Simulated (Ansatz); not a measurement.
# FeCu: magnetic states

The task here is to estimate one member of a computed series from the others.

Program: Ansatz 0.2.0. Level of theory: DFT PBE, scalar-relativistic, plane waves, PAW. These are calculated values, not measurements.

1 further run of the same task is left out (it didn't finish).

### The structure to begin with

It takes space group Cmmm (No. 65, orthorhombic). The conventional cell has a = 2.877 Å, b = 3.976 Å, c = 4.138 Å, α = 90.00°, β = 90.00°, γ = 90.00°. Fe (site symmetry mmm) is surrounded by 4 Fe at 2.45 Å and 4 Cu at 2.52 Å. Around Cu (site symmetry mmm) lie 4 Cu at 2.45 Å and 4 Fe at 2.52 Å.

As a file:

```cif
data_structure
_symmetry_space_group_name_H-M 'Cmmm'
_symmetry_Int_Tables_number 65
_cell_length_a 2.8765
_cell_length_b 3.9759
_cell_length_c 4.1381
_cell_angle_alpha 90.000
_cell_angle_beta 90.000
_cell_angle_gamma 90.000
_cell_volume 47.33
loop_
_atom_site_label
_atom_site_type_symbol
_atom_site_symmetry_multiplicity
_atom_site_Wyckoff_symbol
_atom_site_fract_x
_atom_site_fract_y
_atom_site_fract_z
_atom_site_occupancy
Fe1 Fe 2 a 0.00000 0.00000 0.00000 1
Cu1 Cu 2 c 0.50000 0.00000 0.50000 1
```

The structure comes from the Materials Project (structure only); it is used as listed.

The first run:

The input, input.yaml:

```yaml
crystal:
  lattice:
    - [1.438272, -1.987934, 0.0]
    - [1.438272, 1.987934, 0.0]
    - [0.0, 0.0, 4.138135]
  atoms:
    - { symbol: Fe, position: [0.0, 0.0, 0.0], spin: 4.0 }
    - { symbol: Cu, position: [0.5, 0.5, 0.5] }
basis:
  ecutwfc: 420
kpoints:
  mp_grid: { grid: [8, 8, 4] }
hamiltonian:
  xc: pbe
scf:
  occupations: { method: gaussian, width: 0.1 }
output:
  forces: true
  stress: true
  eigenvalues: true
  populations: true
magnetization:
  spin_polarized: true
```

On the command line:

```bash
$ ansatz run input.yaml --threads 1 --pin off --max-ram 2560MiB --backend cpu --events-out ev --progress --plain --runs-dir out
```

Among the steps run: Probe: one point at the start; The base run; Start: no spin polarisation; Start: ferromagnetic; Start: large parallel starting moments; Start: antiferromagnetic, doubled cell, propagation vector (0, 0, 1/2); Start: antiferromagnetic, doubled cell, propagation vector (0, 1/2, 0); Magnetic start: small parallel starting moments.

One table of the session follows, with a row left open; its other results are not shown here.

It belongs to the step «The magnetic starts in order of energy». 

| start | energy above the lowest (meV/atom) | pressure (GPa) |
| --- | --- | --- |
| ferromagnetic | 0.00 | 1.0 |
| large parallel starting moments | 0.00 | 1.0 |
| small parallel starting moments | 0.00 | 1.0 |
| antiferromagnetic, doubled cell, propagation vector (0, 0, 1/2) | ? | ? |
| antiferromagnetic, doubled cell, propagation vector (0, 1/2, 0) | 77.9 | 0.4 |
| no spin | 307 | -9.4 |

Q: Estimate the row for antiferromagnetic, doubled cell, propagation vector (0, 0, 1/2) from the others.

As computed: energy above the lowest (meV/atom): 9.89; pressure (GPa): 1.3. In the column «energy above the lowest (meV/atom)» it lies between small parallel starting moments (0.00) and antiferromagnetic, doubled cell, propagation vector (0, 1/2, 0) (77.9).
